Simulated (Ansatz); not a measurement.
**HfH (quartet): B2PLYP, RPA-PBE over vertical spin and charge gaps, def2-TZVP**

How well do these functionals follow the top wave-function level for HfH (quartet) over vertical spin and charge gaps?

Program: Ansatz 0.2.0, Gaussian basis. Level of theory: def2-TZVP, all electrons in the functionals, frozen cores in the correlation of double hybrids and RPA. These are calculated values, not measurements.

To be run: B2PLYP, RPA-PBE, at charge 0, quartet; charge 0, doublet; charge 0, sextet; charge 1, triplet; charge 1, quintet.

21 further runs of the same task are left out: 9 for a known fault of the program, 4 that didn't finish, 8 set aside as unsound or not needed.

## Step 1: What is computed

The geometry is a PBE0/def2-TZVP stationary point (not a proven minimum). No spin-orbit coupling is included. Elements past krypton take def2 core potentials.

2 atoms, charge 0, spin multiplicity 4.

Atoms are counted from 1 here; the program's logs count them from 0.

Bond lengths: Hf1–H2 1.865 Å.

No dispersion term is added.

The geometry shown and the zero of energy belong to the point charge 0, quartet. The yardstick, FCI, and other wave-function levels (R restricted, U unrestricted, valence and pair active spaces) come from earlier runs.

## Step 2: B2PLYP, charge 0, quartet

in.yaml reads:

```yaml
crystal:
  periodic: [false, false, false]
  atoms:
    - {symbol: Hf, position_ang: [0.000000, 0.000000, 0.000000]}
    - {symbol: H, position_ang: [0.000000, 0.000000, 1.864769]}
basis:
  gaussian: {orbitals: def2-TZVP}
magnetization: {spin_polarized: true, initial_magnetization: 3}
hamiltonian: {xc: {name: B2PLYP}}
correlation: {electrons: outside_noble_gas}
```

Command:

```sh
> ansatz run in.yaml --threads 1 --pin off --events-out ev --progress --plain --max-ram 2393MiB
```

After this run come: B2PLYP, charge 0, doublet; B2PLYP, charge 0, sextet; B2PLYP, charge 1, triplet; B2PLYP, charge 1, quintet; RPA-PBE, charge 0, quartet; RPA-PBE, charge 0, doublet; RPA-PBE, charge 0, sextet; RPA-PBE, charge 1, triplet; RPA-PBE, charge 1, quintet.

**Question.** What will the summary of the whole plan be? Wanted: quartet to doublet, FCI; quartet to sextet, FCI; ionisation to the triplet cation, FCI; ionisation to the quintet cation, FCI; largest miss, B2PLYP; largest miss, RPA-PBE.

As calculated:

| quantity | value |
| --- | --- |
| quartet to doublet, FCI | -0.914 eV |
| quartet to sextet, FCI | 4.055 eV |
| ionisation to the triplet cation, FCI | 5.849 eV |
| ionisation to the quintet cation, FCI | 9.219 eV |
| largest miss, B2PLYP | +0.278 eV (quartet to doublet) |
| largest miss, RPA-PBE | +0.238 eV (ionisation to the triplet cation) |

In words: B2PLYP strays by up to 0.278 eV, at quartet to doublet. Functionals and the yardstick converge differently with the basis, so part of each miss in def2-TZVP is the basis.
